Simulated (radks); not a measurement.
# Polarisabilities and dispersion coefficients of Be, B⁺, C²⁺ and others

An exercise on one series of results from a longer session: the logs are not shown, and one member is left open.

The numbers are computed with radks (a radial shooting solver on a logarithmic mesh, Libxc functionals) version 1 (scalar-relativistic Kohn-Sham, PBE, spin-polarised, spherical densities, finite nucleus), except any that are marked as measured or tabulated.

### Starting point

```
species : Be ([He] 2s2), B⁺ ([He] 2s2), C²⁺ ([He] 2s2), N³⁺ ([He] 2s2), O⁴⁺ ([He] 2s2), F⁵⁺ ([He] 2s2), Ne⁶⁺ ([He] 2s2), Mg⁸⁺ ([He] 2s2)
```

The first run:

Settings of this run:

```text
Z 4
configuration [He] 2s2
relativity scalar-relativistic
functional pbe,pbe
spin polarised
nucleus finite rms 2.519 fm
c 137.035999084
response adiabatic LDA kernel
```

Among the steps run: Be, [He] 2s2; B⁺, [He] 2s2; C²⁺, [He] 2s2; N³⁺, [He] 2s2; O⁴⁺, [He] 2s2; F⁵⁺, [He] 2s2; Ne⁶⁺, [He] 2s2; Mg⁸⁺, [He] 2s2.

One table of the session follows, with a row left open; its other results are not shown here.

| species | −ε(HOMO) (eV) | α (bohr³) | α uncoupled (bohr³) | C6 (hartree bohr⁶) | C8 (hartree bohr⁸) |
| --- | --- | --- | --- | --- | --- |
| Be | 5.610 | 42.64 | 77.72 | 254.1 | 12932 |
| B⁺ | 19.511 | 10.53 | 19.56 | 28.39 | 531.4 |
| C²⁺ | 40.379 | 4.158 | 7.730 | 6.368 | 59.97 |
| N³⁺ | 68.125 | 2.058 | 3.816 | 2.021 | 11.16 |
| O⁴⁺ | 102.72 | 1.166 | 2.156 | 0.7930 | 2.818 |
| F⁵⁺ | 144.17 | 0.7237 | 1.333 | 0.3597 | 0.8770 |
| Ne⁶⁺ | 192.47 | 0.4793 | 0.8803 | 0.1813 | 0.3178 |
| Mg⁸⁺ | ? | ? | ? | ? | ? |

**Question.** Estimate the row for Mg⁸⁺.

As computed: −ε(HOMO) (eV): 309.64; α (bohr³): 0.2410; α uncoupled (bohr³): 0.4396; C6 (hartree bohr⁶): 0.05761; C8 (hartree bohr⁸): 0.05770. In the column «−ε(HOMO) (eV)» it is the highest.

In words: Uncoupled leaves out the potential induced by the response; Be is the most polarisable and Mg⁸⁺ the least, a factor 177 apart. C8 is given only where no p, d or f shell is open.
